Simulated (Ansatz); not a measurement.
# LuTlS2: lattice vibrations

Aim: phonons by finite displacements on a 1×1×1 mesh of wavevectors, at three volumes, and the mode Grüneisen parameters. Runs: reference run (LAPW); volume scaled by 0.980 (LAPW); volume scaled by 1.020 (LAPW); mode Grüneisen parameters (LAPW). Companion runs by PAW are cited.

Method: DFT PBEsol, all-electron LAPW, scalar-relativistic unless said, in Ansatz 0.2.0.

1 further run of the same task is left out (it didn't finish). Runs told in other sessions of the task aren't counted.

## 1. The starting structure

The structure is trigonal, space group R-3m (No. 166). The conventional cell has a = 3.872 Å, b = 3.872 Å, c = 22.187 Å, α = 90.00°, β = 90.00°, γ = 120.00°. Around Lu (site symmetry -3m) lie 6 S at 2.67 Å. Tl (site symmetry -3m) is surrounded by 6 S at 3.16 Å. S (site symmetry 3m) is surrounded by 3 Lu at 2.67 Å and 3 Tl at 3.16 Å.

Structure file:

```
CELL_PARAMETERS angstrom
1.93622 1.11788 7.39562
-1.93622 1.11788 7.39562
0.00000 -2.23576 7.39562
ATOMIC_POSITIONS crystal
Lu 0.00000 0.00000 0.00000
Tl 0.50000 0.50000 0.50000
S 0.73254 0.73254 0.73254
S 0.26746 0.26746 0.26746
```

Cartesian axes are those of the input's lattice vectors. The structure goes back to a database entry.

## 2. Reference run, LAPW

input.yaml

```yaml
crystal:
  lattice:
    - [1.93622070671, 1.11787754623, 7.3956158849]
    - [-1.93622070671, 1.11787754623, 7.3956158849]
    - [0.0, -2.23575509247, 7.3956158849]
  atoms:
    - { symbol: Lu, position: [0.0, 0.0, 0.0] }
    - { symbol: Tl, position: [0.5, 0.5, 0.5] }
    - { symbol: S, position: [0.732542587962, 0.732542587962, 0.732542587962] }
    - { symbol: S, position: [0.267457412038, 0.267457412038, 0.267457412038] }
kpoints:
  mp_grid: { grid: [6, 6, 6] }
scf:
  occupations: { method: fixed }
hamiltonian:
  xc: pbesol
  pseudopotentials: { kind: all_electron, lapw: { basis_error: 0.001 } }
phonons:
  supercell: [1, 1, 1]
```

The run is started by

```console
ansatz run input.yaml --threads 1 --pin off --max-ram 3072MiB --backend cpu --events-out ev --progress --plain --runs-dir out
```

## 3. Volume scaled by 0.980, LAPW

input.yaml

```yaml
crystal:
  lattice:
    - [1.92322554532, 1.1103747863, 7.34597938339]
    - [-1.92322554532, 1.1103747863, 7.34597938339]
    - [0.0, -2.22074957261, 7.34597938339]
  atoms:
    - { symbol: Lu, position: [0.0, 0.0, 0.0] }
    - { symbol: Tl, position: [0.5, 0.5, 0.5] }
    - { symbol: S, position: [0.733064970383, 0.733064970383, 0.733064970383] }
    - { symbol: S, position: [0.266935029617, 0.266935029617, 0.266935029617] }
kpoints:
  mp_grid: { grid: [6, 6, 6] }
scf:
  occupations: { method: fixed }
hamiltonian:
  xc: pbesol
  pseudopotentials: { kind: all_electron, lapw: { basis_error: 0.001 } }
phonons:
  supercell: [1, 1, 1]
```

## 4. Volume scaled by 1.020, LAPW

input.yaml

```yaml
crystal:
  lattice:
    - [1.9490437341, 1.12528092454, 7.44459490093]
    - [-1.9490437341, 1.12528092454, 7.44459490093]
    - [0.0, -2.25056184909, 7.44459490093]
  atoms:
    - { symbol: Lu, position: [0.0, 0.0, 0.0] }
    - { symbol: Tl, position: [0.5, 0.5, 0.5] }
    - { symbol: S, position: [0.73201476745, 0.73201476745, 0.73201476745] }
    - { symbol: S, position: [0.26798523255, 0.26798523255, 0.26798523255] }
kpoints:
  mp_grid: { grid: [6, 6, 6] }
scf:
  occupations: { method: fixed }
hamiltonian:
  xc: pbesol
  pseudopotentials: { kind: all_electron, lapw: { basis_error: 0.001 } }
phonons:
  supercell: [1, 1, 1]
```

(Steps that only read results are left out.)

Q: Predict the outcome of this session. Wanted: highest mode on the mesh, without the LO shift; optical modes at Γ.

**Answer**, as computed:

| quantity | value |
| --- | --- |
| highest mode on the mesh, without the LO shift (LAPW) | 277 cm⁻¹ |
| optical modes at Γ | 43 (Eu), 74 (A2u), 176 (Eu), 213 (A2u), 220 (Eg), 277 (A1g) cm⁻¹ |
| mean Grüneisen parameter at 300 K (LAPW) | 2.15 |

In words: No mode at Γ is unstable, and no other wavevector was sampled; the highest lies at 277 cm⁻¹ by LAPW. Weighted by heat capacity at 300 K the mean Grüneisen parameter of the sampled modes is 2.15; optical modes at Γ alone don't fix the expansion. PAW differs from LAPW by at most 0.1 cm⁻¹. Each set of modes is computed in the harmonic approximation. Cautions: no spin-orbit coupling on heavy atoms; no dispersion correction, so the spacing and stiffness between layers or molecules are uncertain; zone-boundary modes aren't tested.

A log calls its force constants unconverged on the k mesh, so modes and the static dielectric constant formed from them are rough.
